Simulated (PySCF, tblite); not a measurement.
**C6H14Si3: geometry, infrared bands and NMR shifts**

Wanted: the infrared bands and NMR shifts of C6H14Si3 (`C#C[SiH2][Si@H]1C[C@@H](C[SiH3])C1`), by calculation.

Programs: tblite 0.8.0 and PySCF 2.14.0, with density-fitted response routines of our own. Each step states its level of theory. These are calculated values for one molecule in the gas phase, unless marked as measured. Atoms count from 0, in the outputs and in this text.

**1. Starting geometry**

23 atoms, charge 0, multiplicity 1; geometry from: force field or distance geometry start.

Bonds of the start (Å): C0–C1 1.21, C1–Si2 1.86, Si2–Si3 2.27, Si3–C4 1.91, C4–C5 1.58, C5–C6 1.53, C6–Si7 1.87, C5–C8 1.58, C8–Si3 1.89, C0–H9 1.07, Si2–H10 1.49, Si2–H11 1.48, Si3–H12 1.48, C4–H13 1.09, C4–H14 1.08, C5–H15 1.09, C6–H16 1.10, C6–H17 1.11, Si7–H18 1.49, Si7–H19 1.48, Si7–H20 1.49, C8–H21 1.10, C8–H22 1.11.

**2. Geometry optimisation with GFN2-xTB**

Job settings and geometry (Å):

```
{"job": {"kind": "relax", "xc": "GFN2-xTB", "basis": "xTB"}, "charge": 0, "multiplicity": 1}
C      3.726500     1.247500     1.107600
C      3.377500     0.949200    -0.013000
Si     2.868700     0.465300    -1.731300
Si     0.719200    -0.254500    -1.746800
C      0.262400    -1.416800    -0.306400
C     -1.085100    -0.611100    -0.157700
C     -1.616400    -0.604200     1.280000
Si    -3.200400     0.345900     1.566200
C     -0.468800     0.744600    -0.675800
H      4.014800     1.521600     2.098800
H      2.996000     1.641800    -2.637900
H      3.758800    -0.596800    -2.250500
H      0.123400    -0.680200    -3.029600
H      0.949400    -1.339900     0.536700
H      0.135900    -2.459200    -0.577700
H     -1.862900    -1.004800    -0.817900
H     -0.852600    -0.204600     1.965400
H     -1.795200    -1.650000     1.593300
H     -3.621400     0.233500     2.989700
H     -3.009500     1.777900     1.236900
H     -4.289800    -0.203800     0.708700
H     -1.170800     1.384800    -1.230000
H      0.035600     1.354800     0.101200
```

Command:

```sh
$ OMP_NUM_THREADS=1 python probes_run.py task.json out
```

One launch serves the whole session: the jobs run in the order shown.

**Question.** This job is followed by: GFN2-xTB harmonic vibrations, gas phase; GIAO PBE0/pcSseg-1 NMR shielding, non-relativistic, gas phase. What will the session give for the following? strongest single infrared mode (GFN2-xTB); zero-point energy (GFN2-xTB); ¹³C shifts against TMS (PBE0/pcSseg-1, means over atoms taken as alike); ¹H shifts against TMS (PBE0/pcSseg-1, means over atoms taken as alike); ²⁹Si shifts against TMS (PBE0/pcSseg-1).

**Answer**, as computed:

| quantity | value |
| --- | --- |
| strongest single infrared mode (GFN2-xTB) | 2187 cm⁻¹, 443 km/mol |
| zero-point energy (GFN2-xTB) | 104.5 kcal/mol |
| ¹³C shifts against TMS (PBE0/pcSseg-1, means over atoms taken as alike) | 106.1, 84.1, 36.1, 25.2, 19.8 ppm |
| ¹H shifts against TMS (PBE0/pcSseg-1, means over atoms taken as alike) | 4.87, 4.29, 3.79, 2.60, 2.01, 1.76, 1.31, 1.11 ppm |
| ²⁹Si shifts against TMS (PBE0/pcSseg-1) | -50.3, -77.4, -99.4 ppm |

What this shows: Over 143 steps the energy fell by 0.366 eV; of the close pairs, Si2–Si3 changed most, 2.267 to 2.310 Å. All 63 modes are real, so the xTB geometry is a minimum. The strongest single mode, at 2187 cm⁻¹, moves mainly H10 and H11. GFN2-xTB is a fitted tight-binding method: band positions and strengths are rough. Its intensities can rank the bands wrongly. At PBE0/pcSseg-1: The largest span, 280 ppm, is at C1, where the paramagnetic term is -160 ppm.
